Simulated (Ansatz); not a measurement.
**C2H3Cl2Ga: basis-set convergence**

One table from this session's results is given with a row withheld; the runs are named, their logs left out.

Program: Ansatz 0.2.0, Gaussian basis. Level of theory: one geometry, several basis sets. These are calculated values, not measurements.

Plan: PBE0-D4/def2-SVP; ωB97M-V/def2-SVP; PBE0-D4/def2-QZVPP; ωB97M-V/def2-QZVPP; the functionals' def2-TZVPP values are taken from earlier runs.

### Structure used throughout

An earlier PBE0-D4 in a triple-zeta def2 set relaxation fixed the geometry.

SMILES `C=[CH][Ga]([Cl])[Cl]`, 8 atoms, charge 0, spin multiplicity 1.

Atoms are counted from 1 here; the program's logs count them from 0.

Bond lengths: C1–C2 1.330 Å, C1–H6 1.087 Å, C1–H7 1.086 Å, C2–Ga3 1.928 Å, C2–H8 1.086 Å, Ga3–Cl4 2.132 Å, Ga3–Cl5 2.137 Å. Angles: C2–C1–H6 121.8°, C2–C1–H7 122.1°, H6–C1–H7 116.1°, C1–C2–Ga3 120.4°, C1–C2–H8 119.9°, Ga3–C2–H8 119.6°, C2–Ga3–Cl4 124.2°, C2–Ga3–Cl5 120.4°, Cl4–Ga3–Cl5 115.4°.

Coordinates:

```xyz
8
C2H3Cl2Ga
C     0.7869    0.5351    1.1169
C    -0.1333   -0.3186    0.6764
Ga   -0.6263   -0.3477   -1.1872
Cl   -2.0879   -1.6573   -2.0202
Cl    0.3042    0.9863   -2.5733
H     1.0811    0.5708    2.1631
H     1.2875    1.2359    0.4547
H    -0.6123   -1.0045    1.3695
```

Set-up of the first run:

File in.yaml:

```yaml
crystal:
  periodic: [false, false, false]
  atoms:
    - {symbol: C, position_ang: [0.786911, 0.535067, 1.116899]}
    - {symbol: C, position_ang: [-0.133252, -0.318561, 0.676416]}
    - {symbol: Ga, position_ang: [-0.626258, -0.347728, -1.187178]}
    - {symbol: Cl, position_ang: [-2.087914, -1.657252, -2.020156]}
    - {symbol: Cl, position_ang: [0.304160, 0.986292, -2.573261]}
    - {symbol: H, position_ang: [1.081115, 0.570826, 2.163085]}
    - {symbol: H, position_ang: [1.287513, 1.235856, 0.454697]}
    - {symbol: H, position_ang: [-0.612285, -1.004500, 1.369497]}
basis:
  gaussian: {orbitals: def2-SVP}
hamiltonian: {xc: pbe0, dispersion: d4}
output: {orbitals: {seedname: orbitals}}
```

Run with:

```sh
ansatz run in.yaml --threads 4 --pin off --events-out ev --progress --plain --max-ram 10444MiB
```

Steps of the session up to this table: PBE0-D4 in def2-SVP; ωB97M-V in def2-SVP; PBE0-D4 in def2-QZVPP; ωB97M-V in def2-QZVPP.

One of the session's tables, all rows but one given; the rest of the session is left out.

It belongs to the step «Functionals by basis». 

```
functional       basis  HOMO (eV)  LUMO (eV)
   PBE0-D4    def2-SVP      -8.67      -1.73
   PBE0-D4  def2-TZVPP      -8.74      -1.86
   PBE0-D4  def2-QZVPP      -8.76      -1.91
   ωB97M-V    def2-SVP     -10.85       0.23
   ωB97M-V  def2-TZVPP          ?          ?
   ωB97M-V  def2-QZVPP     -11.01      -0.05
```

Q: Estimate the row for ωB97M-V, def2-TZVPP from the others.

The run gave: HOMO (eV): -10.98; LUMO (eV): 0.03. In the column «HOMO (eV)» it lies between ωB97M-V, def2-QZVPP (-11.01) and ωB97M-V, def2-SVP (-10.85).
